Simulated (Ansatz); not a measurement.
# CH4BClSe: basis-set convergence

An exercise on one series of results from a longer session: the logs are not shown, and one member is left open.

Method: one geometry, several basis sets; program: Ansatz 0.2.0, Gaussian basis.

The runs, in order: PBE0-D4/def2-SVP; ωB97M-V/def2-SVP; PBE0-D4/def2-QZVPP; ωB97M-V/def2-QZVPP; the functionals' def2-TZVPP values are taken from earlier runs.

### The relaxed structure

An earlier PBE0-D4 in a triple-zeta def2 set relaxation fixed the geometry.

SMILES `CB(Cl)[SeH]`, 8 atoms, charge 0, spin multiplicity 1.

Atoms are counted from 1 here; the program's logs count them from 0.

Bond lengths: C1–B2 1.556 Å, C1–H5 1.095 Å, C1–H6 1.095 Å, C1–H7 1.090 Å, B2–Cl3 1.762 Å, B2–Se4 1.930 Å, Se4–H8 1.469 Å. Angles: B2–C1–H5 109.5°, B2–C1–H6 109.6°, B2–C1–H7 114.3°, H5–C1–H6 105.9°, H5–C1–H7 108.5°, H6–C1–H7 108.6°, C1–B2–Cl3 119.5°, C1–B2–Se4 125.5°, Cl3–B2–Se4 114.9°, B2–Se4–H8 95.5°.

The first run:

Contents of in.yaml:

```yaml
crystal:
  periodic: [false, false, false]
  atoms:
    - {symbol: C, position_ang: [0.022332, 0.925975, -0.012075]}
    - {symbol: B, position_ang: [0.513142, -0.548461, -0.086759]}
    - {symbol: Cl, position_ang: [2.222346, -0.882340, -0.357526]}
    - {symbol: Se, position_ang: [-0.602793, -2.112982, 0.097063]}
    - {symbol: H, position_ang: [0.545486, 1.444430, 0.798656]}
    - {symbol: H, position_ang: [0.297263, 1.452629, -0.932016]}
    - {symbol: H, position_ang: [-1.051131, 1.033565, 0.143412]}
    - {symbol: H, position_ang: [-1.854546, -1.369815, 0.293345]}
basis:
  gaussian: {orbitals: def2-SVP}
hamiltonian: {xc: pbe0, dispersion: d4}
output: {orbitals: {seedname: orbitals}}
```

Started as:

```console
$ ansatz run in.yaml --threads 4 --pin off --events-out ev --progress --plain --max-ram 10444MiB
```

Steps of the session up to this table: PBE0-D4 in def2-SVP; ωB97M-V in def2-SVP; PBE0-D4 in def2-QZVPP; ωB97M-V in def2-QZVPP.

One of the session's tables, all rows but one given; the rest of the session is left out.

It belongs to the step «Density functionals: the series». 

| functional | basis | HOMO (eV) |
| --- | --- | --- |
| PBE0-D4 | def2-SVP | ? |
| PBE0-D4 | def2-TZVPP | -7.58 |
| PBE0-D4 | def2-QZVPP | -7.60 |
| ωB97M-V | def2-SVP | -9.54 |
| ωB97M-V | def2-TZVPP | -9.70 |
| ωB97M-V | def2-QZVPP | -9.72 |

Q: Estimate the row for PBE0-D4, def2-SVP from the others.

**Answer.** HOMO (eV): -7.45. In the column «HOMO (eV)» it is the highest.
